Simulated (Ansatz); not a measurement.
Nudged elastic band run: LiTa16

Input:

```yaml
crystal:
  lattice:
    - [6.62, 0.0, 0.0]
    - [0.0, 6.62, 0.0]
    - [0.0, 0.0, 6.62]
  atoms:
    - { symbol: Ta, position: [-0.00535147, 0.00773614, -0.0003216] }
    - { symbol: Ta, position: [0.50583679, 0.00779435, -0.00032177] }
    - { symbol: Ta, position: [0.04066625, 0.52583825, -0.00022774] }
    - { symbol: Ta, position: [0.00597311, -0.01156237, 0.49960222] }
    - { symbol: Ta, position: [0.2501889, 0.25219018, 0.25124214] }
    - { symbol: Ta, position: [0.45995687, 0.52553242, -0.00022803] }
    - { symbol: Ta, position: [0.49443791, -0.01160782, 0.49960032] }
    - { symbol: Ta, position: [0.75016041, 0.22470005, 0.28992402] }
    - { symbol: Ta, position: [0.00178518, 0.49798698, 0.49973138] }
    - { symbol: Ta, position: [0.25028479, 0.7617829, 0.25547603] }
    - { symbol: Ta, position: [0.25018888, 0.25212846, 0.74817472] }
    - { symbol: Ta, position: [0.49862633, 0.49794393, 0.49973137] }
    - { symbol: Ta, position: [0.75022977, 0.742322, 0.24408844] }
    - { symbol: Ta, position: [0.75016004, 0.22427637, 0.70919583] }
    - { symbol: Ta, position: [0.25028259, 0.76171922, 0.74394275] }
    - { symbol: Ta, position: [0.75022946, 0.74239685, 0.75522801] }
    - { symbol: Li, position: [0.75052329, 0.3750712, -0.0007351] }
basis:
  ecutwfc: 420.0
kpoints:
  mp_grid: { grid: [3, 3, 3] }
hamiltonian:
  xc: lda
scf:
  occupations: { method: fermi_dirac, width: 0.15 }
  lower_state_search: "off"
neb:
  images: 5
  f_tol: 0.05
  initial_path: linear
  max_iterations: 41
  spring: 1.0
  final_atoms:
    - { symbol: Ta, position: [0.02508063, -0.03958104, -0.00021942] }
    - { symbol: Ta, position: [0.50811445, 0.00616522, -0.0003582] }
    - { symbol: Ta, position: [0.02601301, 0.54130556, -0.00022515] }
    - { symbol: Ta, position: [-0.00232937, -0.00111998, 0.49971175] }
    - { symbol: Ta, position: [0.2419273, 0.25053098, 0.2440347] }
    - { symbol: Ta, position: [0.50789806, 0.49504274, -0.00035753] }
    - { symbol: Ta, position: [0.48820632, -0.00537835, 0.49952291] }
    - { symbol: Ta, position: [0.72474191, 0.25030723, 0.28988853] }
    - { symbol: Ta, position: [-0.00220059, 0.50205603, 0.49970824] }
    - { symbol: Ta, position: [0.26176949, 0.75072433, 0.25552123] }
    - { symbol: Ta, position: [0.2420549, 0.2505305, 0.75516155] }
    - { symbol: Ta, position: [0.48832832, 0.50628636, 0.49952346] }
    - { symbol: Ta, position: [0.75230474, 0.75041832, 0.25126725] }
    - { symbol: Ta, position: [0.72416899, 0.2503138, 0.7090003] }
    - { symbol: Ta, position: [0.26169101, 0.75072394, 0.74385439] }
    - { symbol: Ta, position: [0.75222215, 0.75042224, 0.74809488] }
    - { symbol: Li, position: [0.87499658, 0.25153298, -0.00096069] }
  order_check: true
```

Command:

```bash
$ ansatz run input.yaml --threads 4 --pin off --max-ram 10240MiB --backend cpu --events-out ev --progress --plain --runs-dir out
```

Output, in part (warnings, iteration lines):

```
NEB end point (image 0): max|allowed force component| = 2.275e-2 eV/Å (the criterion of neb.relax_end_points is 1.000e-2)
NEB end point (image 6): max|allowed force component| = 2.413e-2 eV/Å (the criterion of neb.relax_end_points is 1.000e-2)
NEB iter   1: max|band force component| = 9.024e-1 eV/Å  barrier→ = 0.2625 eV  barrier← = 0.2624 eV  Δτ_max = 0.1680 Å  (42 SCF iters)
NEB iter   2: max|band force component| = 1.065e0 eV/Å  barrier→ = 0.3510 eV  barrier← = 0.3510 eV  Δτ_max = 0.0849 Å  (30 SCF iters)
NEB iter   3: max|band force component| = 2.864e-1 eV/Å  barrier→ = 0.0783 eV  barrier← = 0.0782 eV  CI = image 3  Δτ_max = 0.0453 Å  (30 SCF iters)
NEB iter   4: max|band force component| = 1.114e-1 eV/Å  barrier→ = 0.0671 eV  barrier← = 0.0670 eV  CI = image 3  Δτ_max = 0.0234 Å  (30 SCF iters)
NEB iter   5: max|band force component| = 6.121e-2 eV/Å  barrier→ = 0.0646 eV  barrier← = 0.0645 eV  CI = image 3  Δτ_max = 0.0104 Å  (30 SCF iters)
NEB iter   6: max|band force component| = 2.966e-2 eV/Å  barrier→ = 0.0642 eV  barrier← = 0.0641 eV  CI = image 3  Δτ_max = 0.0000 Å  (222 SCF iters)
```

The run converged. By the program's own check the climbing image is a first-order saddle point (lowest curvatures found: -0.54 and 1.66 eV/Å²). Limits of this set-up: coarse k mesh, a small cell, in which the defect meets its images, a typed lattice constant that wasn't relaxed here.

Final band (atoms are numbered from 1 in the order of the input):

| image | path coordinate (Å) | energy (eV) | Ta13–Li17 (Å) | Ta16–Li17 (Å) | Ta5–Li17 (Å) |
| --- | --- | --- | --- | --- | --- |
| 0 | 0.00 | 0.000 | 2.92 | 2.92 | 3.79 |
| 1 | 0.25 | 0.017 | 2.97 | 2.96 | 3.60 |
| 2 | 0.50 | 0.049 | 3.07 | 3.07 | 3.40 |
| 3 | 0.74 | 0.064 | 3.22 | 3.22 | 3.22 |
| 4 | 0.99 | 0.049 | 3.40 | 3.40 | 3.07 |
| 5 | 1.23 | 0.017 | 3.59 | 3.59 | 2.97 |
| 6 | 1.48 | 0.000 | 3.79 | 3.79 | 2.92 |

Time of the run: 11 min on 4 threads of Intel(R) Xeon(R) Platinum 8375C CPU @ 2.90GHz (Ice Lake), on a shared host, peak memory 3.6 GiB.
